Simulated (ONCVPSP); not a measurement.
# An ONCV potential for fluorine, from input to tests

Task: generate the file, and judge it by its errors in other configurations, its logarithmic derivatives, its ghosts and its cutoff.

Method: ONCVPSP 4.0.1.1 (patched build), PBEsol, scalar-relativistic.

### 1 Starting point

Typed settings, in words:

| Property | Result |
| --- | --- |
| element | fluorine (F, Z = 9) |
| type | optimised norm-conserving Vanderbilt (ONCV) |
| frozen core | [He] |
| valence charge | 7 |
| reference configuration | 2s2 2p5 |
| partial waves | 2s: rc 0.60 bohr, ncon 4, nbas 8, qcut 10.7 1/bohr, local; 2p: rc 1.20 bohr, ncon 4, nbas 8, qcut 9.1 1/bohr, 2 projectors, debl 2.1 Ha; d scattering state at 0.26 Ha: rc 1.10 bohr, ncon 4, nbas 9, qcut 8.6 1/bohr, 1 projector |
| local potential | the s channel |
| core correction | Teter function, fcfact 2.75, rcfact 1.05 |

The outer shells as boxes (Hund's rule for the drawing; the calculation is spin-unpolarised):

```
[He] core
2s [↑↓]
2p [↑↓][↑↓][↑ ]
```

An earlier all-electron run gives the scale for the radii.

All-electron outer shells of the reference configuration (PBEsol, scalar-relativistic, ld1.x):

```json
{"shell": "1s", "level (eV)": "-661.16", "outermost node (bohr)": "–", "outermost maximum (bohr)": "0.11"}
{"shell": "2s", "level (eV)": "-29.72", "outermost node (bohr)": "0.24", "outermost maximum (bohr)": "0.76"}
{"shell": "2p", "level (eV)": "-11.05", "outermost node (bohr)": "–", "outermost maximum (bohr)": "0.71"}
```

### 2 The generation run

The input, F.dat:

```
# ATOM AND REFERENCE CONFIGURATION
# atsym  z   nc   nv     iexc    psfile
  F 9.00    1    2  -116133      upf
#
#   n    l    f
    1    0    2.00
    2    0    2.00
    2    1    5.00
#
# PSEUDOPOTENTIAL AND OPTIMIZATION
# lmax
    2
#
#   l,   rc,      ep,       ncon, nbas, qcut
    0    0.60    0.00    4    8   10.70
    1    1.20    0.00    4    8    9.10
    2    1.10    0.26    4    9    8.60
#
# LOCAL POTENTIAL
# lloc, lpopt,  rc(5),   dvloc0
    0    5    0.60    0.00
#
# VANDERBILT-KLEINMAN-BYLANDER PROJECTORs
# l, nproj, debl
    0    0    2.20
    1    2    2.10
    2    1    1.60
#
# MODEL CORE CHARGE
# icmod, fcfact, rcfact
    3    2.75    1.05
#
# LOG DERIVATIVE ANALYSIS
# epsh1, epsh2, depsh
   -3.00    5.00    0.02
#
# OUTPUT GRID
# rlmax, drl
    6.00    0.01
#
# TEST CONFIGURATIONS
# ncnf
    4
# nvcnf
#   n    l    f
    2
    2    0    2.00
    2    1    4.00
#
    2
    2    0    2.00
    2    1    3.00
#
    2
    2    0    2.00
    2    1    2.00
#
    2
    2    0    1.00
    2    1    5.00
#
```

On the command line:

```console
$ oncvpsp.x < F.dat > F.out
```

The output, F.out (without the consistency checks and plot data):

```text
ONCVPSP  (Optimized Norm-Conservinng Vanderbilt PSeudopotential)
scalar-relativistic version 4.0.1.1, modified

#   n    l    f        energy (Ha)
    1    0    2.00    -2.4297297E+01
    2    0    2.00    -1.0922101E+00
    2    1    5.00    -4.0614829E-01

Reference configufation results
  iterations    20
  all-electron total energy (Ha)   -9.94479506D+01

Begin loop to  construct optimized pseudo wave functions
and semi-local pseudopoentials for all angular momenta

Calculating optimized projector #   1

 for l=   0

    Fraction of norm inside rc  0.173995
    Optimizing pswf for qcut=  10.70 a_B^-1,  ecut=  57.20 Ha
    Residual kinetic energy error=  6.68D-04 Ha

    Energy error per electron        Cutoff
         Ha          eV             Ha
         0.01000     0.27211       39.15
         0.00100     0.02721       54.49
         0.00010     0.00272      110.91
         0.00001     0.00027      316.72

   Wellstate for l =  1  n =  4
     eigenvalue =   1.6939
     asymptotic potential =   2.1939
     half-point radius =  3.7595

Calculating optimized projector #   1

 for l=   1

    Fraction of norm inside rc  0.654251
    Optimizing pswf for qcut=   9.09 a_B^-1,  ecut=  41.33 Ha
    Residual kinetic energy error=  2.48D-04 Ha

    Energy error per electron        Cutoff
         Ha          eV             Ha
         0.01000     0.27211       29.59
         0.00100     0.02721       36.77
         0.00010     0.00272       64.47
         0.00001     0.00027      141.17

Calculating optimized projector #   2

 for l=   1

    Fraction of norm inside rc  0.070242
    Optimizing pswf for qcut=   9.09 a_B^-1,  ecut=  41.33 Ha
    Residual kinetic energy error=  2.66D-04 Ha

    Energy error per electron        Cutoff
         Ha          eV             Ha
         0.01000     0.27211       27.78
         0.00100     0.02721       36.73
         0.00010     0.00272       47.92
         0.00001     0.00027      136.38

   Wellstate for l =  2  n =  3
     eigenvalue =   0.2600
     asymptotic potential =   0.7600
     half-point radius =  9.1391

Calculating optimized projector #   1

 for l=   2

    Fraction of norm inside rc  0.000606
    Optimizing pswf for qcut=   8.62 a_B^-1,  ecut=  37.12 Ha
    Residual kinetic energy error=  2.12D-07 Ha

    Energy error per electron        Cutoff
         Ha          eV             Ha
         0.01000     0.27211        0.78
         0.00100     0.02721        2.55
         0.00010     0.00272        9.20
         0.00001     0.00027       19.95

Construct Vanderbilt / Kleinmman-Bylander projectors

B matrix Hermiticity error, ll=   1
   1   2   -1.0481E-04

  Orthonormal projector coefficients -1.1294E+01 -1.9983E+00

Model core correction analysis
  based on d2Exc/dn_idn_j

d2excae - all-electron derivatives

   -5.397148D-02   -4.678444D-02
   -4.678586D-02   -4.581558D-02

d2excps - pseudofunction derivatives with no core correction

   -5.298176D-02   -4.916925D-02
   -4.916989D-02   -4.701270D-02

rms 2nd derivative error    1.856307E-03

rmatch, rhocmatch    0.3356   16.3574

Teter function model core charge with specified parameters

d2excps - pseudofunction derivatives with core correction

   -5.274768D-02   -4.901575D-02
   -4.901635D-02   -4.695072D-02

rms 2nd derivative error    1.784658E-03

Pseudoatom total energy  -23.828234

Diagnostic tests using Vanderbilt-Kleinman-Bylander pseudopotentials
  1 or more projectors used as specified by nproj input data

   l    rcore       rmatch      e in        delta e   norm test  slope test

   0   0.6031116   0.6214234  -1.0922101  -0.0000190   1.0000063   0.9999874

   1   1.2071562   1.2438081  -0.4061483  -0.0000059   1.0000504   1.0000650
   1   1.2071562   1.2438081   1.6938517   0.0000055   1.0001591   1.0001591

   2   1.1035545   1.1370608   0.2600000   0.0000276   1.0000016   1.0000016

 Testing for bound ghosts
   n   l    E NL Schr. Eq   E Basis Diag.   E Cutoff

   2   1       -0.406154       -0.397275    207.23

 Testing for highly-localized positive-energy ghosts
       l    <radius>/rc     E Basis Diag.   E Cutoff

Test configuration 0

   n   l     f        eae           eps        diff
   1   0  2.0000  -24.29729709
   2   0  2.0000   -1.09221012   -1.09222917   -1.90D-05
   2   1  5.0000   -0.40614829   -0.40615424   -5.95D-06

    Total energies and differences
      AE_ref= -9.94479506D+01  AE_tst= -9.94479506D+01  dif=  0.00D+00
      PS_ref= -2.38282345D+01  PS_tst= -2.38282345D+01  dif=  1.92D-13
      PSP excitation error= -1.92D-13

Test configuration 1

   n   l     f        eae           eps        diff
   1   0  2.0000  -25.05871057
   2   0  2.0000   -1.73391728   -1.73410749   -1.90D-04
   2   1  4.0000   -1.03707069   -1.03483365    2.24D-03

    Total energies and differences
      AE_ref= -9.94479506D+01  AE_tst= -9.87380723D+01  dif=  7.10D-01
      PS_ref= -2.38282345D+01  PS_tst= -2.31191113D+01  dif=  7.09D-01
      PSP excitation error=  7.55D-04

Test configuration 2

   n   l     f        eae           eps        diff
   1   0  2.0000  -26.01773783
   2   0  2.0000   -2.48991970   -2.48785444    2.07D-03
   2   1  3.0000   -1.79621314   -1.78596598    1.02D-02

    Total energies and differences
      AE_ref= -9.94479506D+01  AE_tst= -9.73313756D+01  dif=  2.12D+00
      PS_ref= -2.38282345D+01  PS_tst= -2.17179341D+01  dif=  2.11D+00
      PSP excitation error=  6.27D-03

Test configuration 3

   n   l     f        eae           eps        diff
   1   0  2.0000  -27.15917811
   2   0  2.0000   -3.34176194   -3.33216885    9.59D-03
   2   1  2.0000   -2.66750771   -2.63881981    2.87D-02

    Total energies and differences
      AE_ref= -9.94479506D+01  AE_tst= -9.51084546D+01  dif=  4.34D+00
      PS_ref= -2.38282345D+01  PS_tst= -1.95133042D+01  dif=  4.31D+00
      PSP excitation error=  2.46D-02

Test configuration 4

   n   l     f        eae           eps        diff
   1   0  2.0000  -25.05902907
   2   0  1.0000   -1.74046665   -1.74229569   -1.83D-03
   2   1  5.0000   -1.04174687   -1.04293220   -1.19D-03

    Total energies and differences
      AE_ref= -9.94479506D+01  AE_tst= -9.80402853D+01  dif=  1.41D+00
      PS_ref= -2.38282345D+01  PS_tst= -2.24197914D+01  dif=  1.41D+00
      PSP excitation error= -7.78D-04
```

Run time: 4 s. Hardware: 1 thread of Neoverse-N1, shared host.

All-electron and pseudo partial waves u(r) = r·R(r), from the program's wave files:

| r (bohr) | 2p AE | 2p PS |
| --- | --- | --- |
| 0.060 | 0.0591 | 0.0216 |
| 0.120 | 0.1839 | 0.0843 |
| 0.180 | 0.3265 | 0.1817 |
| 0.240 | 0.4633 | 0.3041 |
| 0.300 | 0.5834 | 0.4395 |
| 0.360 | 0.6832 | 0.5751 |
| 0.420 | 0.7621 | 0.6997 |
| 0.480 | 0.8214 | 0.8044 |
| 0.540 | 0.8628 | 0.8842 |
| 0.600 | 0.8890 | 0.9374 |
| 0.660 | 0.9022 | 0.9646 |
| 0.720 | 0.9049 | 0.9691 |
| 0.780 | 0.8990 | 0.9554 |
| 0.840 | 0.8866 | 0.9292 |
| 0.900 | 0.8690 | 0.8963 |
| 0.960 | 0.8475 | 0.8617 |
| 1.020 | 0.8232 | 0.8287 |
| 1.080 | 0.7968 | 0.7981 |
| 1.140 | 0.7692 | 0.7692 |
| 1.200 | 0.7407 | 0.7406 |
| 1.260 | 0.7118 | 0.7118 |
| 1.320 | 0.6829 | 0.6829 |
| 1.380 | 0.6542 | 0.6542 |
| 1.440 | 0.6260 | 0.6259 |
| 1.500 | 0.5983 | 0.5982 |
| 1.560 | 0.5712 | 0.5712 |

Densities times 4π (e/bohr³); a dash where the program caps the true core:

| r (bohr) | pseudo valence | true core | model core |
| --- | --- | --- | --- |
| 0.060 | 2.424 | – | 41.03 |
| 0.180 | 7.604 | – | 19.28 |
| 0.300 | 14.51 | 29.71 | 3.732 |
| 0.420 | 18.81 | 4.075 | 0.1812 |
| 0.540 | 18.67 | 0.5834 | 0.0001787 |
| 0.660 | 15.23 | 0.08537 | 0.0001595 |
| 0.780 | 10.95 | 0.0128 | 4.131e-05 |
| 0.900 | 7.386 | 0.001949 | 1.056e-06 |
| 1.020 | 4.947 | 0.0003016 | 8.569e-07 |
| 1.140 | 3.371 | 4.758e-05 | 0 |
| 1.260 | 2.314 | 7.615e-06 | 0 |
| 1.380 | 1.591 | 1.245e-06 | 0 |
| 1.500 | 1.099 | 2e-07 | 0 |

### 3 The configuration tests of the same run

The tests as a table, with energies relative to 2s2 2p5.

```tsv
valence configuration	charge	ΔE all-electron (eV)	error AE − PS (meV)
2s2 2p4	+1	19.317	+21
2s2 2p3	+2	57.595	+171
2s2 2p2	+3	118.085	+669
2s1 2p5	+1	38.305	-21
```

### 4 Logarithmic derivatives

Taken from the files of the generation run. The phase is arctan(r·R′/R) of the radial function R, unwrapped, with energies in Ha. A pole is an energy at which the radial function vanishes at the test radius. The pseudo phase is shifted by a multiple of π to meet the all-electron one at the reference energy. Levels narrower than the energy grid can be missing from the poles. The last column is the largest difference on the grid between −0.5 and +0.5 Ha.

| channel | radius (bohr) | reference (Ha) | poles AE | poles PS | window around the reference with phases within 0.05 rad (Ha) | largest difference near zero (rad) |
| --- | --- | --- | --- | --- | --- | --- |
| s | 0.61 | -1.09 | none | none | the whole range | 0.002 |
| p | 1.22 | -0.41 | 0.92 | 0.92 | the whole range | 0.000 |
| d | 1.12 | 0.26 | none | none | the whole range | 0.000 |

Phases (rad) along the scan:

| E (Ha) | s AE | s PS | p AE | p PS |
| --- | --- | --- | --- | --- |
| -2.98 | 0.005 | 0.001 | 0.976 | 0.976 |
| -2.54 | -0.090 | -0.092 | 0.864 | 0.864 |
| -2.10 | -0.185 | -0.186 | 0.683 | 0.683 |
| -1.66 | -0.280 | -0.280 | 0.369 | 0.370 |
| -1.22 | -0.372 | -0.372 | -0.151 | -0.150 |
| -0.78 | -0.461 | -0.461 | -0.725 | -0.725 |
| -0.34 | -0.545 | -0.545 | -1.110 | -1.110 |
| 0.10 | -0.623 | -0.624 | -1.335 | -1.335 |
| 0.54 | -0.696 | -0.698 | -1.478 | -1.478 |
| 0.98 | -0.764 | -0.767 | -1.583 | -1.583 |
| 1.42 | -0.825 | -0.830 | -1.670 | -1.670 |
| 1.86 | -0.882 | -0.887 | -1.752 | -1.752 |
| 2.30 | -0.933 | -0.940 | -1.838 | -1.838 |
| 2.74 | -0.980 | -0.988 | -1.940 | -1.940 |
| 3.18 | -1.023 | -1.032 | -2.075 | -2.075 |
| 3.62 | -1.062 | -1.072 | -2.273 | -2.272 |
| 4.06 | -1.098 | -1.109 | -2.587 | -2.582 |
| 4.50 | -1.131 | -1.143 | -3.050 | -3.041 |
| 4.94 | -1.161 | -1.175 | -3.547 | -3.534 |

### 5 Convergence and ghost test

Read off the output, the cutoffs (Ha) at which the residual kinetic energy of the hardest occupied pseudo-wave falls to 1 and 0.1 mHa per electron: 54 Ha and 111 Ha.

The program's own ghost test: no bound ghost flagged; no localised positive-energy state flagged.

Cutoff (Ha) at which the first wave of each channel reaches a given error (Ha per electron):

| error | s | p | d |
| --- | --- | --- | --- |
| 1.0e-02 | 39.2 | 29.6 | 0.8 |
| 3.2e-03 | 47.0 | 33.3 | 1.1 |
| 1.0e-03 | 54.5 | 36.8 | 2.6 |
| 3.2e-04 | 64.9 | 40.4 | 5.1 |
| 1.0e-04 | 110.9 | 64.5 | 9.2 |
| 3.2e-05 | 196.2 | 126.8 | 14.4 |
| 1.0e-05 | 316.7 | 141.2 | 20.0 |

### 6 Outcome

```
                                                quantity                  value
  cutoffs for 1 and 0.1 mHa per electron, occupied waves       54 Ha and 111 Ha
                                            bound ghosts             none found
                                          GHOST(+) flags     none at low energy
                            largest test error (AE − PS)  +669 meV, for 2s2 2p2
largest phase difference near zero energy, channels read              0.002 rad
 rms error of d²Exc/dn², without and with the model core      1.86 and 1.78 mHa
```

**Reading.** The worst unpolarised test, 2s2 2p2, is off by 669 meV on 118.1 eV; by total energies transferability rates as poor. That test lies far up in energy; among those under 40 eV, nearer to bonding, the largest error is 21 meV. By its cutoff, 54 Ha for the looser tolerance, it is hard. At the looser tolerance the 2s wave is the slowest; 2p needs 37 Ha. It is free of bound ghosts as far as tested. Near zero energy the phases of the channels with partial waves agree within 0.002 rad. All of this concerns the isolated atom, not yet a solid.
